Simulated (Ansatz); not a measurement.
Working through a formation energy from the elements of Na3Ca and its elements

With Ansatz's Python interface.

Interactive session:
```pycon
>>> from collections import Counter
>>> import warnings
>>> import ansatz as az
>>> import numpy as np
>>> PHASES = {
...     'Na3Ca': (
...         [(0.0, 4.23512, 4.23512), (4.23512, 0.0, 4.23512), (4.23512, 4.23512, 0.0)],
...         [
...             ('Na', (0.25, 0.25, 0.25)),
...             ('Na', (0.75, 0.75, 0.75)),
...             ('Na', (0.5, 0.5, 0.5)),
...             ('Ca', (0.0, 0.0, 0.0)),
...         ],
...     ),
...     'Na': (
...         [(-2.141, 2.141, 2.141), (2.141, -2.141, 2.141), (2.141, 2.141, -2.141)],
...         [
...             ('Na', (0.0, 0.0, 0.0)),
...         ],
...     ),
...     'Ca': (
...         [(0.0, 2.7942, 2.7942), (2.7942, 0.0, 2.7942), (2.7942, 2.7942, 0.0)],
...         [
...             ('Ca', (0.0, 0.0, 0.0)),
...         ],
...     ),
... }
>>> def build(vectors, sites):
...     crystal = az.Crystal(lattice=az.Lattice.of(vectors))
...     for symbol, position in sites:
...         crystal = crystal.atom(symbol, position)
...     return crystal
...
>>> def ground_state(name, crystal):
...     calc = (
...         crystal.calculation()
...         .functional('pbesol')
...         .basis(17 * az.Ha)
...         .kpoints(spacing=0.33)
...         .occupations('fermi_dirac', width=0.05)
...         .stress()
...     )
...     calc = calc.relax(force_tolerance=0.02, fix_cell=['shape'])
...     return calc.run(threads=1, pin='off')
...
>>> def counts(outcome):
...     return Counter(site.symbol for site in outcome.lattice.sites)
...
>>> def formation_energy(outcome, mu):
...     n = counts(outcome)
...     return (outcome.report['energy_sigma0_ev'] - sum(k * mu[element] for element, k in n.items())) / sum(n.values())
...
>>> def volume_per_atom(outcome):
...     return abs(np.linalg.det(outcome.lattice.cell_ang)) / len(outcome.lattice.sites)
...
>>> warnings.simplefilter('ignore', az.DeckWarning)
>>> phases = {name: build(*cell) for name, cell in PHASES.items()}
>>> done = {}
>>> for name, crystal in phases.items():
...     done[name] = ground_state(name, crystal)
...     print(f'{name}: {done[name].report["energy_sigma0_ev"]:.4f} eV, {len(done[name].lattice.sites)} atoms')
...
Na3Ca: -6221.0482 eV, 4 atoms
Na: -1475.8708 eV, 1 atoms
Ca: -1793.7077 eV, 1 atoms
>>> # chemical potentials of the elements at zero temperature
>>> references = {'Na': 'Na', 'Ca': 'Ca'}
>>> mu = {element: done[name].report['energy_sigma0_ev'] / len(done[name].lattice.sites) for element, name in references.items()}
>>> target = done['Na3Ca']
>>> heat = formation_energy(target, mu)
>>> for element, value in mu.items():
...     print(f'mu({element}) = {value:.4f} eV from {references[element]}, {volume_per_atom(done[references[element]]):.2f} A^3/atom')
...
mu(Na) = -1475.8708 eV from Na, 36.24 A^3/atom
mu(Ca) = -1793.7077 eV from Ca, 40.38 A^3/atom
>>> print(f'formation energy of Na3Ca: {heat:.4f} eV/atom = {96.4853 * heat:.1f} kJ/mol of atoms')
formation energy of Na3Ca: 0.0680 eV/atom = 6.6 kJ/mol of atoms
```

The formation energy is +0.068 eV an atom (+6.6 kJ per mole of atoms), so Na3Ca lies above the reference phases.

Reading the output:
- Total energies depend on the potentials; only differences at equal settings carry meaning.
- For the metals among these phases the mesh is modest: differences between phases can be off by up to 40 meV an atom.
- Atoms and volume are relaxed with the cell's shape held, which in cells of lower than cubic symmetry can hide stresses and shift volumes.
- The cells come from databases of deposited and of computed structures, and not all need be stable phases.
- The compound is the structure given, not necessarily its lowest; energies are at zero temperature, with no correction for gases. A semilocal functional's error on such energies is often 0.05 to 0.1 eV an atom, and 0.1 to 0.3 eV against gases such as O2 or F2.
- The whole script took 11 s on 1 thread of Arm Neoverse V1, on a shared host, peak memory 0.45 GiB.
